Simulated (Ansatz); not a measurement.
# FH4O2SSi2 radical: up Jacob's ladder to CCSD(T)

How much do the methods differ for FH4O2SSi2 radical? The plan is to run it at one geometry with functionals of several rungs and with coupled cluster, and see how far each lands from CCSD(T) at the basis-set limit for the atomisation energy.

Program: Ansatz 0.2.0, Gaussian basis. Level of theory: functionals in def2-TZVPP, the program's frozen cores in correlated methods. These are calculated values, not measurements.

Plan: PBE-D4, r2SCAN-D4, PBE0-D4, B3LYP-D4, ωB97X-V, ωB97M-V, B2PLYP; CCSD(T)/def2-TZVPP; MP2/def2-QZVPP; extrapolation to the limit.

## Step 1: The relaxed structure

An earlier PBE0-D4 in a triple-zeta def2 set relaxation fixed the geometry.

SMILES `O[SiH]S[SiH](O)F`, 10 atoms, charge 0, spin multiplicity 2.

Atoms are counted from 1 here; the program's logs count them from 0.

Bond lengths: O1–Si2 1.640 Å, O1–H7 0.965 Å, Si2–S3 2.162 Å, Si2–H8 1.487 Å, S3–Si4 2.102 Å, Si4–O5 1.645 Å, Si4–F6 1.590 Å, Si4–H9 1.476 Å, O5–H10 0.960 Å. Angles: Si2–O1–H7 112.9°, O1–Si2–S3 112.7°, O1–Si2–H8 107.1°, S3–Si2–H8 105.6°, Si2–S3–Si4 95.6°, S3–Si4–O5 108.0°, S3–Si4–F6 107.7°, S3–Si4–H9 114.8°, O5–Si4–F6 109.9°, O5–Si4–H9 109.8°, F6–Si4–H9 106.5°, Si4–O5–H10 117.2°.

## Step 2: PBE-D4 (GGA)

Input file in.yaml:

```yaml
crystal:
  periodic: [false, false, false]
  atoms:
    - {symbol: O, position_ang: [0.390500, 2.154676, 0.510528]}
    - {symbol: Si, position_ang: [0.911058, 0.873423, 1.391208]}
    - {symbol: S, position_ang: [1.587012, -0.767965, 0.157646]}
    - {symbol: Si, position_ang: [-0.322614, -1.298271, -0.542999]}
    - {symbol: O, position_ang: [-1.116621, 0.084872, -0.947105]}
    - {symbol: F, position_ang: [-0.128059, -2.207920, -1.832231]}
    - {symbol: H, position_ang: [-0.232930, 1.906044, -0.183260]}
    - {symbol: H, position_ang: [2.107411, 1.321616, 2.152198]}
    - {symbol: H, position_ang: [-1.135715, -2.083265, 0.406422]}
    - {symbol: H, position_ang: [-2.060032, 0.016789, -1.112407]}
basis:
  gaussian: {orbitals: def2-TZVPP}
magnetization: {spin_polarized: true, initial_magnetization: 1}
hamiltonian: {xc: pbe, dispersion: d4}
output: {forces: true, orbitals: {seedname: orbitals}}
```

On the command line:

```bash
$ ansatz run in.yaml --threads 2 --pin off --events-out ev --progress --plain --max-ram 22528MiB --backend cuda --devices 0, --max-vram 18GiB
```

The runs that follow: r2SCAN-D4 (meta-GGA); PBE0-D4 (hybrid); B3LYP-D4 (hybrid); ωB97X-V (range-separated); ωB97M-V (range-separated); B2PLYP (double hybrid); CCSD(T) in def2-TZVPP; MP2 in def2-QZVPP.

Before running them: what should the planned runs give, taken together? Wanted: atomisation energy, CCSD(T)/CBS; farthest; mean size of error, hybrid; mean size of error, range-separated; gap, smallest and largest; T1 diagnostic; triples share of the correlation energy.

As calculated:

```
                               quantity                                value
        atomisation energy, CCSD(T)/CBS                        3710.8 kJ/mol
 functionals within 18.6 kJ/mol (0.5 %)          r2SCAN-D4, ωB97X-V, ωB97M-V
                               farthest                B2PLYP (-77.7 kJ/mol)
             mean size of error, hybrid                          51.4 kJ/mol
    mean size of error, range-separated                           5.2 kJ/mol
              gap, smallest and largest  1.54 eV (PBE-D4), 7.45 eV (ωB97X-V)
                          T1 diagnostic                               0.0141
triples share of the correlation energy                                3.7 %
```

In words: PBE-D4 is off by +30.4 kJ/mol. Double hybrids carry the basis error of their MP2 part in triple zeta, and no dispersion term here, so their miss is partly the set-up's. Misses under about 18.6 kJ/mol are within the doubt on the reference itself, which lacks core-valence correlation, relativity and higher excitations. Hartree-Fock recovers 71 % of the binding; the rest is correlation. Orbital gaps span 1.5 to 7.5 eV; exact exchange widens them.
